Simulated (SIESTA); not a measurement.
## GdO under changes of volume

One of the cells (19.683 Å³/atom); the others are scaled copies at fixed shape and fractional positions:

```
Gd O
1.0
     0.00000    2.70000    2.70000
     2.70000    0.00000    2.70000
     2.70000    2.70000    0.00000
Gd O
1 1
Direct
  0.00000 0.00000 0.00000
  0.75000 0.75000 0.75000
```

| Quantity | Value |
| --- | --- |
| Program | SIESTA 5.4.2 |
| Functional | LDA |
| Potentials or basis | PseudoDojo 0.4 standard with PseudoDojo 3+ lanthanides (4f in the core) (PBE and LDA files) |
| Basis | DZP (energy shift 0.003 Ry; two zetas on semicore shells) |
| Grid cutoff | 800 Ry |
| Energy shift | 0.003 Ry |
| k mesh | 7 × 7 × 7 |
| Occupations | fermi-dirac, width 0.05 eV |
| Spin | collinear spin, ferromagnetic start |
| Starting moments | [7.0, 0.0] μB |

| volume (Å³/atom) | energy over the lowest point (meV/atom) | pressure (GPa) |
| --- | --- | --- |
| 18.502 | 0.00 | -2.9 |
| 18.896 | 9.95 | -5.0 |
| 19.289 | 24.45 | -6.7 |
| 19.683 | 42.96 | -8.4 |
| 20.077 | ? | ? |
| 20.470 | 90.59 | -11.0 |
| 20.864 | 118.85 | -12.1 |

Question: What does the run at 20.077 Å³/atom give?

Answer: Energy over the lowest point 65.23 meV/atom; pressure -9.7 GPa.

Worked out: A Birch-Murnaghan fit of order 3 (a polynomial in V^(-2/3)) to the other rows has its minimum at 17.97 Å³/atom, just outside them, with B0 = V·E''(V) = 111 GPa and B' = 4.3. It gives 65.20 meV/atom at 20.077 Å³/atom, against the run's 65.23, and -dE/dV = -9.7 GPa, against -9.7.

Energies are extrapolated to zero smearing.

Caveats: the potentials were made for another functional, which shifts forces and pressure; the basis of atomic orbitals isn't converged, which shifts pressures, moduli and gaps.
